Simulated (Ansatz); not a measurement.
# ZrOs3: the cost of one run

Program: Ansatz 0.2.0. Level of theory: DFT PBEsol, plane waves, PAW, scalar-relativistic, no spin polarisation. These are calculated values, not measurements.

## Step 1: The starting structure

The cell holds 8 atoms (Os6Zr2): a = 4.011 Å, b = 4.011 Å, c = 9.104 Å, α = 77.28°, β = 77.28°, γ = 90.00°.

Coordinates:

```xyz
8
Lattice="0.0000 4.0108 0.0000 4.0108 0.0000 0.0000 2.0054 2.0054 -8.6513" Properties=species:S:1:pos:R:3 pbc="T T T"
Os    0.0000    2.0054    0.0000
Os    2.0054    0.0000    0.0000
Os    2.0054    4.0108   -4.3256
Os    4.0108    2.0054   -4.3256
Os    2.0054    2.0054   -2.1611
Os    4.0108    4.0108   -6.4902
Zr    2.0054    2.0054   -6.5906
Zr    4.0108    4.0108   -2.0607
```

## Step 2: Molecular dynamics

Contents of input.yaml:

```yaml
crystal:
  lattice:
    - [0.0, 4.010811, -1.2e-07]
    - [4.010811, 0.0, -1.2e-07]
    - [2.00540525, 2.00540525, -8.65129812]
  atoms:
    - { symbol: Os, position: [0.5, 0.0, 0.0] }
    - { symbol: Os, position: [0.0, 0.5, 0.0] }
    - { symbol: Os, position: [0.75, 0.25, 0.5] }
    - { symbol: Os, position: [0.25, 0.75, 0.5] }
    - { symbol: Os, position: [0.3751, 0.3751, 0.2498] }
    - { symbol: Os, position: [0.6249, 0.6249, 0.7502] }
    - { symbol: Zr, position: [0.1191, 0.1191, 0.7618] }
    - { symbol: Zr, position: [0.8809, 0.8809, 0.2382] }
kpoints:
  mp_grid: { grid: [4, 4, 2] }
magnetization:
  spin_polarized: false
scf:
  occupations: { method: fermi_dirac, width: 0.05 }
hamiltonian:
  pseudopotentials: { kind: paw }
  xc: pbesol
basis:
  ecutwfc: 420
md:
  timestep: 1.0
  n_steps: 30
  ensemble: nve
  temperature: 1200.0
  initial_velocities: maxwell_boltzmann
  seed: 916925
```

Command:

```bash
> ansatz run input.yaml --threads 2 --pin off --max-ram 2560MiB --backend cpu --events-out ev --progress --plain --runs-dir out
```

**Question.** How long does this run take on 2 threads of Arm Neoverse V1, shared host, and how much memory does it need?

About 2.4 min, with a peak of 0.56 GiB.
